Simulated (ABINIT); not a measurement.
BSe:

```xyz
4
Lattice="3.2707 0.0000 0.0000 -1.6354 2.8325 0.0000 0.0000 0.0000 7.2365" Properties=species:S:1:pos:R:3 pbc="T T T"
B     0.0000    1.8884    2.7374
B     1.6354    0.9442    6.3557
Se    0.0000    1.8884    7.1992
Se    1.6354    0.9442    3.5810
```

The cell was built by a generator and needn't be a form met in nature.

Base run:

```yaml
Program: ABINIT 10.8.3 (patched build)
Functional: LDA
Potentials_or_basis: PseudoDojo NC SR LDA v0.4.1 standard
Cutoff: 1170 eV
k_mesh: 7 × 7 × 3
Occupations: fermi-dirac, width 0.05 eV
Spin: no spin polarisation
```

Its results: band gap on the k mesh none (metal or under the smearing width); pressure -4.7 GPa; largest force 0.255 eV/Å.

**Question.** The run is repeated on the same cell with these changes: functional from LDA to RPBE; potentials or basis from PseudoDojo NC SR LDA v0.4.1 standard to PseudoDojo NC SR PBE v0.4.1 standard; cutoff from 1170 eV to 1088 eV. What comes out?

**Answer.** Band gap on the k mesh none (metal or under the smearing width); pressure 1.9 GPa; largest force 0.108 eV/Å.

Caveats: the potentials were made for another functional, which shifts forces and pressure (some runs).
